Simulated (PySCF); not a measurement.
# CsLi−: from the state search to spectroscopic constants

One table from this session's results is given with a row withheld; the runs are named, their logs left out.

Computed with PySCF 2.14.0. Level: Cs def2-SVPD with ECP46, Li def2-SVPD, scalar-relativistic core potentials.

4 further runs of the same task are left out: 4 set aside as unsound or not needed.

The first run:

The job is set up so:

- atoms: Cs, Li
- charge: -1
- basis: Cs def2-SVPD with ECP46, Li def2-SVPD
- Hamiltonian: scalar-relativistic core potentials
- basis functions: 39
- electrons treated: 13
- masses in u: 132.9054, 7.0160
- levels: PBE0, PBE, r²SCAN, LDA, B2PLYP, PBEsol, CAM-B3LYP, MP2, SCS-MP2, CCSD, CCSD(T)
- grid: 80 radial by 434 angular points
- occupations: held fixed by the projection of orbital angular momentum
- dissociation limit: Cs + Li−, each in its ground configuration
- starting distance in angstrom: 3.590
- values of 2S to try: 1, 3

The run is started by

```sh
> OMP_NUM_THREADS=1 python dia.py task.json out
```

Among the steps run: Input; First curve: PBE0; PBE; r²SCAN; LDA; B2PLYP (double hybrid); PBEsol; CAM-B3LYP (range-separated hybrid); Adding correlation.

One table of the session follows, with a row left open; its other results are not shown here.

It belongs to the step «The curves together». Energy (eV) from each level's lowest point:

| R (Å) | ROHF-MP2 | ROHF-SCS-MP2 | ROHF-CCSD | ROHF-CCSD(T) | LDA |
| --- | --- | --- | --- | --- | --- |
| 3.640 | 0.089 | 0.094 | n/a | n/a | 0.041 |
| 3.810 | 0.042 | 0.046 | 0.042 | 0.038 | 0.013 |
| 3.979 | ? | ? | ? | ? | ? |
| 4.106 | 0.004 | 0.005 | 0.004 | 0.003 | 0.000 |
| 4.233 | 0.000 | 0.000 | 0.000 | 0.000 | 0.004 |
| 4.360 | 0.001 | 0.000 | 0.001 | 0.002 | 0.012 |
| 4.529 | 0.009 | 0.007 | 0.008 | 0.010 | 0.026 |
| 4.741 | 0.026 | 0.023 | 0.024 | 0.027 | 0.049 |
| 4.995 | 0.052 | 0.049 | 0.050 | 0.054 | 0.080 |
| 5.334 | 0.094 | 0.090 | n/a | n/a | 0.123 |

**Question.** Estimate the row for R (Å) = 3.979.

Worked estimate for «ROHF-MP2». A straight line through the neighbours (3.810, 0.042) and (4.106, 0.004) gives 0.042 + (0.004 − 0.042) × (3.979 − 3.810) / (4.106 − 3.810) = 0.020; a parabola fitted to 4 rows on both sides gives 0.014.

**Answer.** ROHF-MP2: 0.015; ROHF-SCS-MP2: 0.017; ROHF-CCSD: 0.015; ROHF-CCSD(T): 0.013; LDA: 0.001. In «ROHF-MP2» the line misses by +0.005 and the parabola by -0.001.
